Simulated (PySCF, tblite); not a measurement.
**C₇H₈Se: a rotation path, then NMR shifts on frames, part 1 of 2**

Aim: move C₇H₈Se (`C=CCc1ccc[se]1`) away from its starting geometry and see how NMR shifts follow the geometry.

Programs: tblite 0.8.0 and PySCF 2.14.0, with density-fitted response routines of our own. Each step states its level of theory. These are calculated values for one molecule in the gas phase, unless marked as measured. Atoms are numbered from 0 throughout.

## 1. The molecule as given

16 atoms, charge 0, multiplicity 1; geometry from: GFN2-xTB.

Bonds of the start (Å): C0–C1 1.32, C1–C2 1.50, C2–C3 1.50, C3–C4 1.36, C4–C5 1.42, C5–C6 1.36, C6–Se7 1.86, Se7–C3 1.88, C0–H8 1.08, C0–H9 1.08, C1–H10 1.08, C2–H11 1.09, C2–H12 1.09, C4–H13 1.08, C5–H14 1.08, C6–H15 1.07.

## 2. The rotation path with GFN2-xTB

Job settings and geometry (Å):

```
{"job": {"kind": "neb", "xc": "GFN2-xTB", "basis": "xTB", "atoms": [7, 3, 2, 1], "turn": 120}, "charge": 0, "multiplicity": 1}
C     -2.618393     1.113654    -0.160352
C     -1.764226     0.293933    -0.741238
C     -1.110694    -0.872300    -0.059002
C      0.366841    -0.636676     0.013621
C      1.025604     0.095513     0.950061
C      2.422392     0.216695     0.749844
C      2.894104    -0.411261    -0.354581
Se     1.547351    -1.265434    -1.302938
H     -3.049315     1.951946    -0.680552
H     -2.928633     0.976342     0.862920
H     -1.455089     0.449531    -1.767330
H     -1.312628    -1.784480    -0.628683
H     -1.514827    -0.988814     0.948803
H      0.520286     0.549663     1.786144
H      3.056282     0.766655     1.424977
H      3.913344    -0.446024    -0.694059
```

Method: GFN2-xTB climbing-image nudged elastic band, gas phase.

Command:

```bash
> OMP_NUM_THREADS=1 python probes_run.py task.json out
```

This one command runs all jobs of the session in turn.

What it wrote:

```text
image   E - E0 / eV
  0      -0.0000
  1      -0.0031
  2      -0.0030
  3       0.0023
  4       0.0093
  5       0.0136
  6       0.0126
  7       0.0070
  8       0.0003
```

It took 8.2 s on 1 thread of Intel Xeon at 2.50GHz, shared host; peak memory 0.18 GiB.

The final band, with the dihedral Se7–C3–C2–C1:

| image | dihedral (°) | energy (eV) | energy (kcal/mol) |
| --- | --- | --- | --- |
| 0 | -93 | 0.000 | 0.0 |
| 1 | -78 | -0.003 | -0.1 |
| 2 | -63 | -0.003 | -0.1 |
| 3 | -49 | 0.002 | 0.1 |
| 4 | -34 | 0.009 | 0.2 |
| 5 | -19 | 0.014 | 0.3 |
| 6 | -4 | 0.013 | 0.3 |
| 7 | 11 | 0.007 | 0.2 |
| 8 | 26 | 0.000 | 0.0 |

## 3. Shielding tensors: image 0, PBE0/pcSseg-1

Job settings and geometry (Å):

```
{"job": {"kind": "nmr", "xc": "PBE0", "basis": "pcSseg-1", "pop": false}, "charge": 0, "multiplicity": 1}
C     -2.618400     1.113700    -0.160400
C     -1.764200     0.293900    -0.741200
C     -1.110700    -0.872300    -0.059000
C      0.366800    -0.636700     0.013600
C      1.025600     0.095500     0.950100
C      2.422400     0.216700     0.749800
C      2.894100    -0.411300    -0.354600
Se     1.547400    -1.265400    -1.302900
H     -3.049300     1.951900    -0.680600
H     -2.928600     0.976300     0.862900
H     -1.455100     0.449500    -1.767300
H     -1.312600    -1.784500    -0.628700
H     -1.514800    -0.988800     0.948800
H      0.520300     0.549700     1.786100
H      3.056300     0.766700     1.425000
H      3.913300    -0.446000    -0.694100
```

Level: GIAO PBE0/pcSseg-1 NMR shielding, non-relativistic, gas phase.

What it wrote:

```text
coarse grid: 63368 points
cycle   1  E = -2672.1014331941  dE =  2.812e-01  |g| = 8.001e-01  |ddm| = 4.026e+00
cycle   2  E = -2672.0560947805  dE =  4.534e-02  |g| = 7.509e-01  |ddm| = 1.052e+00
cycle   3  E = -2672.1469778578  dE = -9.088e-02  |g| = 2.389e-01  |ddm| = 9.147e-01
cycle   4  E = -2672.1627282199  dE = -1.575e-02  |g| = 6.745e-02  |ddm| = 3.533e-01
cycle   5  E = -2672.1639249606  dE = -1.197e-03  |g| = 1.817e-02  |ddm| = 7.581e-02
cycle   6  E = -2672.1640051248  dE = -8.016e-05  |g| = 6.639e-03  |ddm| = 2.288e-02
cycle   7  E = -2672.1640152336  dE = -1.011e-05  |g| = 2.440e-03  |ddm| = 7.798e-03
cycle   8  E = -2672.1640166890  dE = -1.455e-06  |g| = 9.072e-04  |ddm| = 2.972e-03
final grid: 134512 points
cycle   9  E = -2672.1639973024  dE =  4.802e-07  |g| = 1.624e-03  |ddm| = 2.841e-03
cycle  10  E = -2672.1639951972  dE =  2.105e-06  |g| = 3.190e-03  |ddm| = 4.497e-03
cycle  11  E = -2672.1639980118  dE = -2.815e-06  |g| = 2.834e-04  |ddm| = 3.068e-03
cycle  12  E = -2672.1639980312  dE = -1.948e-08  |g| = 3.935e-05  |ddm| = 2.692e-04
cycle  13  E = -2672.1639980316  dE = -3.902e-10  |g| = 5.760e-06  |ddm| = 3.773e-05
converged SCF energy = -2672.1639980316

GIAO shielding tensors (ppm)
atom      isotropic    diamagn.    paramagn.     s11        s22        s33       span
  0 C       68.818     253.055    -184.238    -37.007     86.064    157.396    194.403
  1 C       37.183     256.435    -219.252    -88.495     49.297    150.746    239.241
  2 C      144.586     244.006     -99.420    126.350    147.941    159.466     33.116
  3 C       22.658     260.796    -238.138    -55.808      5.683    118.098    173.906
  4 C       54.238     250.792    -196.554    -26.733     48.533    140.915    167.647
  5 C       52.046     253.014    -200.968    -30.232     42.114    144.257    174.489
  6 C       47.171     258.790    -211.619    -44.383     48.278    137.618    182.001
  7 Se    1173.607    2997.916   -1824.308    812.427   1321.941   1386.454    574.027
  8 H       26.597      28.817      -2.219     23.714     25.264     30.813      7.099
  9 H       26.320      31.074      -4.754     22.631     25.738     30.591      7.960
 10 H       25.492      31.312      -5.820     21.494     24.459     30.523      9.030
 11 H       28.061      29.597      -1.537     22.847     29.149     32.186      9.339
 12 H       28.075      31.201      -3.126     24.512     26.959     32.755      8.242
 13 H       24.654      33.197      -8.543     21.322     24.210     28.429      7.106
 14 H       24.559      29.860      -5.301     21.297     24.189     28.191      6.894
 15 H       24.299      30.598      -6.299     21.283     23.165     28.449      7.166
```

It took 68 s on 1 thread of Intel Xeon at 2.50GHz, shared host; peak memory 0.96 GiB.

Shifts follow as δ = σ(reference) − σ, with reference shieldings (ppm) from runs at the same level and on the same kind of geometry: ¹H TMS 31.72, ¹³C TMS 186.9, ⁷⁷Se Me2Se 1758. The references are single molecules in the gas phase. Each atom is listed at this fixed geometry, with no averaging over motion; a spectrum would average atoms that exchange fast.

```csv
atoms,environment,σ (ppm),δ (ppm)
C3,substituted aromatic carbon,22.7,164.3
C1,alkene CH,37.2,149.7
C6,aromatic CH next to the ring selenium,47.2,139.8
C5,aromatic CH,52.0,134.9
C4,aromatic CH,54.2,132.7
C0,terminal =CH2 carbon,68.8,118.1
C2,sp3 CH2 on an aromatic ring,144.6,42.3
H15,hydrogen on an aromatic CH next to the ring selenium,24.30,7.42
H14,hydrogen on an aromatic CH,24.56,7.16
H13,hydrogen on an aromatic CH,24.65,7.06
H10,hydrogen on an alkene CH,25.49,6.22
H9,hydrogen on a terminal =CH2 carbon,26.32,5.40
H8,hydrogen on a terminal =CH2 carbon,26.60,5.12
H11,hydrogen on an sp3 CH2 on an aromatic ring,28.06,3.66
H12,hydrogen on an sp3 CH2 on an aromatic ring,28.08,3.64
Se7,"selenium bonded to 2 C, in a 5-membered ring",1174,585
```

Ring of atoms C3, C4, C5, C6, Se7: NICS(0) -11.8, NICS(1) -10.4, NICS(1)zz -23.2 ppm (means of both faces).

## 4. Nuclear shieldings: image 2, PBE0/pcSseg-1

Job settings and geometry (Å):

```
{"job": {"kind": "nmr", "xc": "PBE0", "basis": "pcSseg-1", "pop": false}, "charge": 0, "multiplicity": 1}
C     -2.630200     1.134900    -0.384900
C     -1.800600     0.201700    -0.806600
C     -1.125600    -0.793700     0.091700
C      0.352800    -0.557700     0.080200
C      1.116300    -0.133200     1.119200
C      2.488400     0.064200     0.820800
C      2.833400    -0.191400    -0.463500
Se     1.383900    -0.752200    -1.479700
H     -3.072500     1.854900    -1.052200
H     -2.902000     1.213500     0.655200
H     -1.527900     0.130400    -1.854200
H     -1.343500    -1.808400    -0.256800
H     -1.493600    -0.694900     1.115500
H      0.704600     0.046600     2.099100
H      3.195400     0.398400     1.561300
H      3.813500    -0.104300    -0.897400
```

Method: GIAO PBE0/pcSseg-1 NMR shielding, non-relativistic, gas phase.

What it wrote:

```text
coarse grid: 63368 points
cycle   1  E = -2672.1017656024  dE =  2.815e-01  |g| = 7.984e-01  |ddm| = 4.029e+00
cycle   2  E = -2672.0596548039  dE =  4.211e-02  |g| = 7.410e-01  |ddm| = 1.039e+00
cycle   3  E = -2672.1467564832  dE = -8.710e-02  |g| = 2.387e-01  |ddm| = 8.978e-01
cycle   4  E = -2672.1622796731  dE = -1.552e-02  |g| = 7.010e-02  |ddm| = 3.545e-01
cycle   5  E = -2672.1635522815  dE = -1.273e-03  |g| = 1.918e-02  |ddm| = 7.899e-02
cycle   6  E = -2672.1636434505  dE = -9.117e-05  |g| = 6.798e-03  |ddm| = 2.423e-02
cycle   7  E = -2672.1636541618  dE = -1.071e-05  |g| = 2.454e-03  |ddm| = 7.931e-03
cycle   8  E = -2672.1636556327  dE = -1.471e-06  |g| = 9.143e-04  |ddm| = 2.969e-03
final grid: 134512 points
cycle   9  E = -2672.1636497810  dE =  4.627e-07  |g| = 1.645e-03  |ddm| = 3.276e-03
cycle  10  E = -2672.1636476958  dE =  2.085e-06  |g| = 3.190e-03  |ddm| = 4.511e-03
cycle  11  E = -2672.1636505064  dE = -2.811e-06  |g| = 2.916e-04  |ddm| = 3.083e-03
cycle  12  E = -2672.1636505271  dE = -2.068e-08  |g| = 4.385e-05  |ddm| = 2.721e-04
cycle  13  E = -2672.1636505276  dE = -4.798e-10  |g| = 6.545e-06  |ddm| = 4.256e-05
converged SCF energy = -2672.1636505276

GIAO shielding tensors (ppm)
atom      isotropic    diamagn.    paramagn.     s11        s22        s33       span
  0 C       67.071     252.728    -185.657    -41.598     85.781    157.031    198.629
  1 C       37.172     257.571    -220.399    -84.475     50.279    145.712    230.187
  2 C      142.524     243.518    -100.994    125.858    146.081    155.634     29.775
  3 C       20.298     261.854    -241.556    -58.896      3.816    115.974    174.870
  4 C       57.160     250.630    -193.470    -18.664     55.635    134.510    153.174
  5 C       53.328     253.348    -200.020    -29.170     43.457    145.697    174.867
  6 C       45.813     258.963    -213.150    -51.203     50.240    138.402    189.605
  7 Se    1187.368    2997.950   -1810.582    827.167   1330.124   1404.813    577.646
  8 H       26.503      28.621      -2.117     23.642     25.033     30.834      7.192
  9 H       26.380      31.066      -4.685     22.944     25.390     30.808      7.864
 10 H       25.411      31.450      -6.039     21.891     23.553     30.789      8.899
 11 H       27.832      28.954      -1.122     23.671     27.111     32.715      9.044
 12 H       28.206      31.788      -3.582     24.144     27.882     32.592      8.447
 13 H       24.735      32.863      -8.128     21.567     24.300     28.336      6.769
 14 H       24.690      29.702      -5.012     21.439     24.233     28.397      6.958
 15 H       24.156      30.696      -6.540     21.249     23.197     28.022      6.773
```

Wall time 72 s (1 thread of Intel Xeon at 2.50GHz, shared host); peak memory 0.88 GiB.

This run: δ C3 166.6, C1 149.8, C6 141.1, C5 133.6, H15 7.56, H14 7.03 ppm.

(Continued in part 2 of 2.)
